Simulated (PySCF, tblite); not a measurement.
# C₇H₇PS: geometry, infrared bands and NMR shifts

Aim: predict the infrared bands and NMR shifts of C₇H₇PS (`S=P12C=CC(C=C1)C=C2`).

Computed with tblite 0.8.0 and PySCF 2.14.0, with density-fitted response routines of our own, on a single molecule in the gas phase. Atoms count from 0, in the outputs and in this text.

## (1) Starting geometry

16 atoms, charge 0, multiplicity 1; geometry from: force field or distance geometry start.

Bonds of the start (Å): S0–P1 1.59, P1–C2 1.85, C2–C3 1.36, C3–C4 1.51, C4–C5 1.52, C5–C6 1.35, C4–C7 1.52, C7–C8 1.36, C6–P1 1.83, C8–P1 1.82, C2–H9 1.05, C3–H10 1.09, C4–H11 1.09, C5–H12 1.08, C6–H13 1.06, C7–H14 1.08, C8–H15 1.06.

## (2) Relaxing the molecule with GFN2-xTB

What the job is given:

```
{"job": {"kind": "relax", "xc": "GFN2-xTB", "basis": "xTB"}, "charge": 0, "multiplicity": 1}
S     -2.119900     2.014300     1.096700
P     -1.041700     0.989100     0.524100
C     -0.634900    -0.520400     1.505100
C      0.293300    -1.279900     0.870300
C      0.863600    -0.813200    -0.444000
C      1.468200     0.567300    -0.226900
C      0.677200     1.555300     0.253500
C     -0.301000    -0.659700    -1.410200
C     -1.314900     0.177500    -1.080600
H     -1.093100    -0.747600     2.421900
H      0.614100    -2.213100     1.325600
H      1.585300    -1.516100    -0.859600
H      2.510500     0.760900    -0.431200
H      1.002300     2.544800     0.453300
H     -0.340700    -1.209800    -2.342200
H     -2.175900     0.359500    -1.667100
```

Command:

```bash
OMP_NUM_THREADS=1 python probes_run.py task.json out
```

The driver reads the jobs from task.json and runs them one after another.

**Question.** This job is followed by: GFN2-xTB harmonic vibrations, gas phase; GIAO PBE0/pcSseg-1 NMR shielding, non-relativistic, gas phase. What will the session give for the following? strongest single infrared mode (GFN2-xTB); zero-point energy (GFN2-xTB); ¹³C shifts against TMS (PBE0/pcSseg-1, means over atoms taken as alike); ¹H shifts against TMS (PBE0/pcSseg-1, means over atoms taken as alike); ³³S shifts against CS2 (PBE0/pcSseg-1); ³¹P shifts against H3PO4 (PBE0/pcSseg-1); surface potential, 1st and 99th percentile.

The runs gave:

| quantity | value |
| --- | --- |
| strongest single infrared mode (GFN2-xTB) | 856 cm⁻¹, 168 km/mol |
| zero-point energy (GFN2-xTB) | 72.8 kcal/mol |
| ¹³C shifts against TMS (PBE0/pcSseg-1, means over atoms taken as alike) | 158.0, 149.4, 52.6 ppm |
| ¹H shifts against TMS (PBE0/pcSseg-1, means over atoms taken as alike) | 7.60, 7.00, 4.74 ppm |
| ³³S shifts against CS2 (PBE0/pcSseg-1) | -338 ppm |
| ³¹P shifts against H3PO4 (PBE0/pcSseg-1) | -8.6 ppm |
| surface potential, 1st and 99th percentile | -1.38 V and 1.34 V |

The optimisation took 23 steps and gained 4.207 eV; among the close pairs (by a distance rule), S0–P1 changed most, from 1.594 to 1.928 Å. All 42 modes are real, so the xTB geometry is a minimum. GFN2-xTB is a fitted tight-binding method: band positions and strengths are rough. Its intensities can rank the bands wrongly. At PBE0/pcSseg-1: The largest span, 263 ppm, is at C3, C5, C7, where the paramagnetic term is -223 ppm.
